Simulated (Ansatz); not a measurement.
## F2H3N2Si, SMILES [NH][Si](N)(F)F: vertical spin-state energies, step by step

With Ansatz 0.2.0, Python API.

`f2h3n2si.xyz`
```text
8

N    -0.05240    1.22190    0.48890
Si   -0.48980   -0.25600   -0.24850
N     1.02820   -0.87730   -0.04120
F    -1.47710   -1.06030    0.59150
F    -0.82380   -0.12470   -1.80790
H    -0.95350    1.85020    0.44340
H     1.63880   -0.13100   -0.44110
H     1.22160   -0.67990    0.95900
```

Interactive session:
```pycon
>>> import ansatz
>>> BASIS = "def2-SVP"
>>> FUNCTIONAL = "r2scan0"
>>> system = ansatz.Crystal.molecule_from_extxyz("f2h3n2si.xyz")
>>> model = system.calculation().basis(gaussian=BASIS).functional(FUNCTIONAL)
>>> found = {}
>>> for unpaired in [1, 3]:
...     rep = model.spin("collinear", total=unpaired).run().report
...     s = unpaired / 2
...     found[unpaired] = rep["free_energy_ev"]
...     print(f"2S+1 = {unpaired + 1}: E = {found[unpaired]:.5f} eV, <S^2> = {abs(rep['mean_field']['state']['spin_squared']):.3f} (pure state {s * (s + 1):.2f})")
...
2S+1 = 2: E = -16326.99149 eV, <S^2> = 0.754 (pure state 0.75)
2S+1 = 4: E = -16320.21571 eV, <S^2> = 3.759 (pure state 3.75)
>>> lowest = min(found, key=found.get)
>>> for unpaired, e in found.items():
...     print(f"multiplicity {unpaired + 1}: {(e - found[lowest]):.3f} eV above the lowest")
...
multiplicity 2: 0.000 eV above the lowest
multiplicity 4: 6.776 eV above the lowest
```

In order: multiplicity 2 (+0.00 eV) and multiplicity 4 (+6.78 eV), all at the one geometry.

Reading the output:
- Total energies depend on the basis set; only differences at equal settings carry meaning.
- The geometry is a force-field or estimated start, not a minimum of this method, and the basis set is short of its limit. All parts are taken at fixed geometry, without zero-point energy.
- The species is open-shell (spin multiplicity 2).
- Run time: 23 s on 1 thread of Arm Neoverse V2 (shared host), peak memory 0.33 GiB.
